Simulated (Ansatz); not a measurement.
# In17Ga15As32: the cost of one run

Program: Ansatz 0.2.0. Level of theory: DFT PBEsol, scalar-relativistic, plane waves, PAW. These are calculated values, not measurements.

## 1. The system as given

Symmetry: P1, No. 1, triclinic system. The conventional cell has a = 11.739 Å, b = 11.739 Å, c = 11.739 Å, α = 90.00°, β = 90.00°, γ = 90.00°. Ga (site symmetry 1) is surrounded by 4 As at 2.54 Å. In (site symmetry 1) has 4 As at 2.54 Å as nearest neighbours. Only part of the 64 independent sites is listed.

As a file:

```cif
data_structure
_symmetry_space_group_name_H-M 'P1'
_symmetry_Int_Tables_number 1
_cell_length_a 11.7394
_cell_length_b 11.7394
_cell_length_c 11.7394
_cell_angle_alpha 90.000
_cell_angle_beta 90.000
_cell_angle_gamma 90.000
_cell_volume 1617.85
loop_
_atom_site_label
_atom_site_type_symbol
_atom_site_symmetry_multiplicity
_atom_site_Wyckoff_symbol
_atom_site_fract_x
_atom_site_fract_y
_atom_site_fract_z
_atom_site_occupancy
Ga1 Ga 1 a 0.00000 0.00000 0.00000 1
Ga2 Ga 1 a 0.00000 0.25000 0.25000 1
In1 In 1 a 0.25000 0.00000 0.25000 1
In2 In 1 a 0.25000 0.25000 0.00000 1
Ga3 Ga 1 a 0.00000 0.00000 0.50000 1
Ga4 Ga 1 a 0.00000 0.25000 0.75000 1
In3 In 1 a 0.25000 0.00000 0.75000 1
In4 In 1 a 0.25000 0.25000 0.50000 1
In5 In 1 a 0.00000 0.50000 0.00000 1
Ga5 Ga 1 a 0.00000 0.75000 0.25000 1
In6 In 1 a 0.25000 0.50000 0.25000 1
In7 In 1 a 0.25000 0.75000 0.00000 1
Ga6 Ga 1 a 0.00000 0.50000 0.50000 1
Ga7 Ga 1 a 0.00000 0.75000 0.75000 1
In8 In 1 a 0.25000 0.50000 0.75000 1
In9 In 1 a 0.25000 0.75000 0.50000 1
In10 In 1 a 0.50000 0.00000 0.00000 1
Ga8 Ga 1 a 0.50000 0.25000 0.25000 1
In11 In 1 a 0.75000 0.00000 0.25000 1
Ga9 Ga 1 a 0.75000 0.25000 0.00000 1
In12 In 1 a 0.50000 0.00000 0.50000 1
In13 In 1 a 0.50000 0.25000 0.75000 1
Ga10 Ga 1 a 0.75000 0.00000 0.75000 1
Ga11 Ga 1 a 0.75000 0.25000 0.50000 1
Ga12 Ga 1 a 0.50000 0.50000 0.00000 1
In14 In 1 a 0.50000 0.75000 0.25000 1
In15 In 1 a 0.75000 0.50000 0.25000 1
Ga13 Ga 1 a 0.75000 0.75000 0.00000 1
In16 In 1 a 0.50000 0.50000 0.50000 1
Ga14 Ga 1 a 0.50000 0.75000 0.75000 1
Ga15 Ga 1 a 0.75000 0.50000 0.75000 1
In17 In 1 a 0.75000 0.75000 0.50000 1
As1 As 1 a 0.12500 0.12500 0.12500 1
As2 As 1 a 0.12500 0.37500 0.37500 1
As3 As 1 a 0.37500 0.12500 0.37500 1
As4 As 1 a 0.37500 0.37500 0.12500 1
As5 As 1 a 0.12500 0.12500 0.62500 1
As6 As 1 a 0.12500 0.37500 0.87500 1
As7 As 1 a 0.37500 0.12500 0.87500 1
As8 As 1 a 0.37500 0.37500 0.62500 1
As9 As 1 a 0.12500 0.62500 0.12500 1
As10 As 1 a 0.12500 0.87500 0.37500 1
As11 As 1 a 0.37500 0.62500 0.37500 1
As12 As 1 a 0.37500 0.87500 0.12500 1
As13 As 1 a 0.12500 0.62500 0.62500 1
As14 As 1 a 0.12500 0.87500 0.87500 1
As15 As 1 a 0.37500 0.62500 0.87500 1
As16 As 1 a 0.37500 0.87500 0.62500 1
As17 As 1 a 0.62500 0.12500 0.12500 1
As18 As 1 a 0.62500 0.37500 0.37500 1
As19 As 1 a 0.87500 0.12500 0.37500 1
As20 As 1 a 0.87500 0.37500 0.12500 1
As21 As 1 a 0.62500 0.12500 0.62500 1
As22 As 1 a 0.62500 0.37500 0.87500 1
As23 As 1 a 0.87500 0.12500 0.87500 1
As24 As 1 a 0.87500 0.37500 0.62500 1
As25 As 1 a 0.62500 0.62500 0.12500 1
As26 As 1 a 0.62500 0.87500 0.37500 1
As27 As 1 a 0.87500 0.62500 0.37500 1
As28 As 1 a 0.87500 0.87500 0.12500 1
As29 As 1 a 0.62500 0.62500 0.62500 1
As30 As 1 a 0.62500 0.87500 0.87500 1
As31 As 1 a 0.87500 0.62500 0.87500 1
As32 As 1 a 0.87500 0.87500 0.62500 1
```

## 2. Relaxing the atoms: In17Ga15As32, no spin

File input.yaml:

```yaml
crystal:
  lattice:
    - [11.7394, 0.0, 0.0]
    - [0.0, 11.7394, 0.0]
    - [0.0, 0.0, 11.7394]
  atoms:
    - { symbol: Ga, position: [0.0, 0.0, 0.0] }
    - { symbol: Ga, position: [0.0, 0.25, 0.25] }
    - { symbol: In, position: [0.25, 0.0, 0.25] }
    - { symbol: In, position: [0.25, 0.25, 0.0] }
    - { symbol: Ga, position: [0.0, 0.0, 0.5] }
    - { symbol: Ga, position: [0.0, 0.25, 0.75] }
    - { symbol: In, position: [0.25, 0.0, 0.75] }
    - { symbol: In, position: [0.25, 0.25, 0.5] }
    - { symbol: In, position: [0.0, 0.5, 0.0] }
    - { symbol: Ga, position: [0.0, 0.75, 0.25] }
    - { symbol: In, position: [0.25, 0.5, 0.25] }
    - { symbol: In, position: [0.25, 0.75, 0.0] }
    - { symbol: Ga, position: [0.0, 0.5, 0.5] }
    - { symbol: Ga, position: [0.0, 0.75, 0.75] }
    - { symbol: In, position: [0.25, 0.5, 0.75] }
    - { symbol: In, position: [0.25, 0.75, 0.5] }
    - { symbol: In, position: [0.5, 0.0, 0.0] }
    - { symbol: Ga, position: [0.5, 0.25, 0.25] }
    - { symbol: In, position: [0.75, 0.0, 0.25] }
    - { symbol: Ga, position: [0.75, 0.25, 0.0] }
    - { symbol: In, position: [0.5, 0.0, 0.5] }
    - { symbol: In, position: [0.5, 0.25, 0.75] }
    - { symbol: Ga, position: [0.75, 0.0, 0.75] }
    - { symbol: Ga, position: [0.75, 0.25, 0.5] }
    - { symbol: Ga, position: [0.5, 0.5, 0.0] }
    - { symbol: In, position: [0.5, 0.75, 0.25] }
    - { symbol: In, position: [0.75, 0.5, 0.25] }
    - { symbol: Ga, position: [0.75, 0.75, 0.0] }
    - { symbol: In, position: [0.5, 0.5, 0.5] }
    - { symbol: Ga, position: [0.5, 0.75, 0.75] }
    - { symbol: Ga, position: [0.75, 0.5, 0.75] }
    - { symbol: In, position: [0.75, 0.75, 0.5] }
    - { symbol: As, position: [0.125, 0.125, 0.125] }
    - { symbol: As, position: [0.125, 0.375, 0.375] }
    - { symbol: As, position: [0.375, 0.125, 0.375] }
    - { symbol: As, position: [0.375, 0.375, 0.125] }
    - { symbol: As, position: [0.125, 0.125, 0.625] }
    - { symbol: As, position: [0.125, 0.375, 0.875] }
    - { symbol: As, position: [0.375, 0.125, 0.875] }
    - { symbol: As, position: [0.375, 0.375, 0.625] }
    - { symbol: As, position: [0.125, 0.625, 0.125] }
    - { symbol: As, position: [0.125, 0.875, 0.375] }
    - { symbol: As, position: [0.375, 0.625, 0.375] }
    - { symbol: As, position: [0.375, 0.875, 0.125] }
    - { symbol: As, position: [0.125, 0.625, 0.625] }
    - { symbol: As, position: [0.125, 0.875, 0.875] }
    - { symbol: As, position: [0.375, 0.625, 0.875] }
    - { symbol: As, position: [0.375, 0.875, 0.625] }
    - { symbol: As, position: [0.625, 0.125, 0.125] }
    - { symbol: As, position: [0.625, 0.375, 0.375] }
    - { symbol: As, position: [0.875, 0.125, 0.375] }
    - { symbol: As, position: [0.875, 0.375, 0.125] }
    - { symbol: As, position: [0.625, 0.125, 0.625] }
    - { symbol: As, position: [0.625, 0.375, 0.875] }
    - { symbol: As, position: [0.875, 0.125, 0.875] }
    - { symbol: As, position: [0.875, 0.375, 0.625] }
    - { symbol: As, position: [0.625, 0.625, 0.125] }
    - { symbol: As, position: [0.625, 0.875, 0.375] }
    - { symbol: As, position: [0.875, 0.625, 0.375] }
    - { symbol: As, position: [0.875, 0.875, 0.125] }
    - { symbol: As, position: [0.625, 0.625, 0.625] }
    - { symbol: As, position: [0.625, 0.875, 0.875] }
    - { symbol: As, position: [0.875, 0.625, 0.875] }
    - { symbol: As, position: [0.875, 0.875, 0.625] }
scf:
  occupations: { method: gaussian, width: 0.01 }
output:
  forces: true
  stress: true
  eigenvalues: true
  write_density: true
  write_potential: true
  elf: true
  volumetric_format: npy
hamiltonian:
  xc: pbesol
relax:
  f_tol: 0.01
  max_steps: 60
kpoints:
  mp_grid: { grid: [2, 2, 2] }
```

Launch:

```bash
ansatz run input.yaml --threads 8 --pin off --max-ram 49152MiB --backend cpu --events-out ev --progress --plain --runs-dir out
```

What time and memory should one allow on 8 threads of AMD EPYC 7R43 (Zen 3), shared host?

About 8.5 min, with a peak of 26 GiB.
